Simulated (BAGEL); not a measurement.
**AlH2SOF (SMILES [OH][Al]([F])[SH]): HF/STO-3G (density fitting with qzvpp-jkfit)**

Aim: the vertical singlet–triplet gap of AlH2SOF at HF/STO-3G (density fitting with qzvpp-jkfit), from 2 runs. 

The calculation is run with BAGEL 1.2.2.

## (1) The structure to begin with

AlH2SOF: 6 atoms, total charge 0, spin state singlet. As SMILES, `[OH][Al]([F])[SH]`. Geometry: relaxed at PBE0-D4/def2-TZVP. This is one conformer, not always the lowest.

Bond lengths: O1–Al2 1.679 Å, Al2–F3 1.641 Å, Al2–S4 2.167 Å, O1–H5 0.955 Å, S4–H6 1.345 Å. Angles: O1–Al2–F3 118.1°, O1–Al2–S4 123.1°, F3–Al2–S4 118.8°, Al2–O1–H5 125.1°, Al2–S4–H6 92.0°.

## (2) A single-point energy at HF/STO-3G (density fitting with qzvpp-jkfit)

job.json reads:

```json
{ "bagel": [

{
  "title": "molecule",
  "basis": "sto-3g",
  "df_basis": "qzvpp-jkfit",
  "angstrom": true,
  "geometry": [
    { "atom": "O", "xyz": [    1.399600,   -0.456300,   -1.028900 ] },
    { "atom": "Al", "xyz": [    0.238600,   -0.260800,    0.168100 ] },
    { "atom": "F", "xyz": [    0.421300,   -1.101000,    1.565700 ] },
    { "atom": "S", "xyz": [   -1.478600,    1.043100,   -0.050300 ] },
    { "atom": "H", "xyz": [    1.392200,   -0.019300,   -1.877900 ] },
    { "atom": "H", "xyz": [   -1.931000,    0.730400,    1.177100 ] }
  ]
},
{ "title": "hf" },
{ "title": "print", "file": "orbitals.molden", "orbitals": true }

]}
```

Started as:

```
$ BAGEL_NUM_THREADS=1 BAGEL job.json > job.out
```

The program printed:

```text
* using 1 threads per process

  ===============================================================
  ===============================================================

  *** Geometry ***

  { "atom" : "O", "xyz" : [      2.644861,     -0.862282,     -1.944339 ] },
  { "atom" : "Al", "xyz" : [      0.450889,     -0.492841,      0.317663 ] },
  { "atom" : "F", "xyz" : [      0.796142,     -2.080588,      2.958744 ] },
  { "atom" : "S", "xyz" : [     -2.794149,      1.971173,     -0.095053 ] },
  { "atom" : "H", "xyz" : [      2.630877,     -0.036472,     -3.548717 ] },
  { "atom" : "H", "xyz" : [     -3.649061,      1.380256,      2.224397 ] },

  Number of auxiliary basis functions:      446

  Since a DF basis is specified, we compute 2- and 3-index integrals:
    o Being stored without compression. Storage requirement is 0.003 GB

  Number of basis functions:       30
  Number of electrons      :       48

    * METHOD: MOLECULE                             0.14

  *** RHF ***

  === Nuclear Repulsion ===
   200.4958306349

      * DIIS with orbital gradients will be used.

  === RHF iteration (sto-3g) ===
      0       -805.21723304          0.01914172           0.02
      1       -805.33600291          0.00447963           0.02
      2       -805.34183143          0.00083006           0.02
      3       -805.34215695          0.00017200           0.02
      4       -805.34217380          0.00005250           0.02
      5       -805.34217571          0.00001243           0.02
      6       -805.34217581          0.00000165           0.02
      7       -805.34217582          0.00000040           0.02
      8       -805.34217582          0.00000009           0.02
      9       -805.34217582          0.00000003           0.02
     10       -805.34217582          0.00000001           0.02
    * SCF iteration converged.

    * Permanent dipole moment:
           (   -0.013520,    -0.095050,     0.205701) a.u.

    * METHOD: HF                                   0.28

    * METHOD: PRINT                                0.00

  ===============================================================
```

It took 0.54 s on 1 thread of Arm Neoverse V1, shared host; peak memory 0.082 GiB.

## (3) The triplet

hf.json reads:

```json
{ "bagel": [

{
  "title": "molecule",
  "basis": "sto-3g",
  "df_basis": "qzvpp-jkfit",
  "angstrom": true,
  "geometry": [
    { "atom": "O", "xyz": [       1.399600,      -0.456300,      -1.028900 ] },
    { "atom": "Al", "xyz": [       0.238600,      -0.260800,       0.168100 ] },
    { "atom": "F", "xyz": [       0.421300,      -1.101000,       1.565700 ] },
    { "atom": "S", "xyz": [      -1.478600,       1.043100,      -0.050300 ] },
    { "atom": "H", "xyz": [       1.392200,      -0.019300,      -1.877900 ] },
    { "atom": "H", "xyz": [      -1.931000,       0.730400,       1.177100 ] }
  ]
},

{ "title": "uhf", "nopen": 2 },

{ "title": "print", "file": "orbitals.molden", "orbitals": true }

]}
```

Started as:

```
$ BAGEL_NUM_THREADS=1 BAGEL hf.json > hf.out
```

The program printed:

```text
* using 1 threads per process

  ===============================================================
  ===============================================================

  *** Geometry ***

  { "atom" : "O", "xyz" : [      2.644861,     -0.862282,     -1.944339 ] },
  { "atom" : "Al", "xyz" : [      0.450889,     -0.492841,      0.317663 ] },
  { "atom" : "F", "xyz" : [      0.796142,     -2.080588,      2.958744 ] },
  { "atom" : "S", "xyz" : [     -2.794149,      1.971173,     -0.095053 ] },
  { "atom" : "H", "xyz" : [      2.630877,     -0.036472,     -3.548717 ] },
  { "atom" : "H", "xyz" : [     -3.649061,      1.380256,      2.224397 ] },

  Number of auxiliary basis functions:      446

  Since a DF basis is specified, we compute 2- and 3-index integrals:
    o Being stored without compression. Storage requirement is 0.003 GB

  Number of basis functions:       30
  Number of electrons      :       48

    * METHOD: MOLECULE                             0.14

  *** Open-shell HF ***

  === Nuclear Repulsion ===
   200.4958306349

      * DIIS with orbital gradients will be used.

  === UHF iteration (sto-3g) ===
      0       -804.89336356          0.03827996           0.04
      1       -805.04620857          0.01218704           0.04
      2       -805.06116446          0.00371292           0.04
      3       -805.06334755          0.00102611           0.04
      4       -805.06417334          0.00031701           0.03
      5       -805.06426689          0.00007596           0.04
      6       -805.06427821          0.00002372           0.03
      7       -805.06428066          0.00001312           0.03
      8       -805.06428189          0.00000498           0.03
      9       -805.06428210          0.00000179           0.03
     10       -805.06428214          0.00000118           0.03
     11       -805.06428215          0.00000094           0.04
     12       -805.06428216          0.00000074           0.03
     13       -805.06428216          0.00000067           0.03
     14       -805.06428216          0.00000060           0.03
     15       -805.06428216          0.00000050           0.04
     16       -805.06428217          0.00000032           0.04
     17       -805.06428217          0.00000015           0.03
     18       -805.06428217          0.00000008           0.03
     19       -805.06428217          0.00000005           0.04
     20       -805.06428217          0.00000004           0.03
     21       -805.06428217          0.00000003           0.03
     22       -805.06428217          0.00000002           0.03
     23       -805.06428217          0.00000001           0.03
     24       -805.06428217          0.00000001           0.04
    * SCF iteration converged.

    * S^2 (UHF) is 2.0144

    * Permanent dipole moment:
           (    1.669640,    -1.247113,     0.179468) a.u.

    * METHOD: UHF                                  0.96

    * METHOD: PRINT                                0.00

  ===============================================================
```

It took 1.2 s on 1 thread of Arm Neoverse V1, shared host; peak memory 0.082 GiB.

## (4) Outcome

At HF/STO-3G (density fitting with qzvpp-jkfit):

```
                                        quantity          value
                           singlet: total energy  -805.34218 Eh
                          singlet: dipole moment         0.58 D
                            singlet: HOMO energy       -6.94 eV
                            singlet: LUMO energy        9.77 eV
                          singlet: HOMO–LUMO gap       16.72 eV
                           triplet: total energy  -805.06428 Eh
                          triplet: dipole moment         5.32 D
                                   triplet: ⟨S²⟩          2.014
vertical energy of the triplet above the singlet       7.562 eV
```

What this shows: At this shape the triplet lies 7.56 eV (730 kJ/mol) above the singlet. In a minimal basis such a difference can be off by several eV, whatever the method.
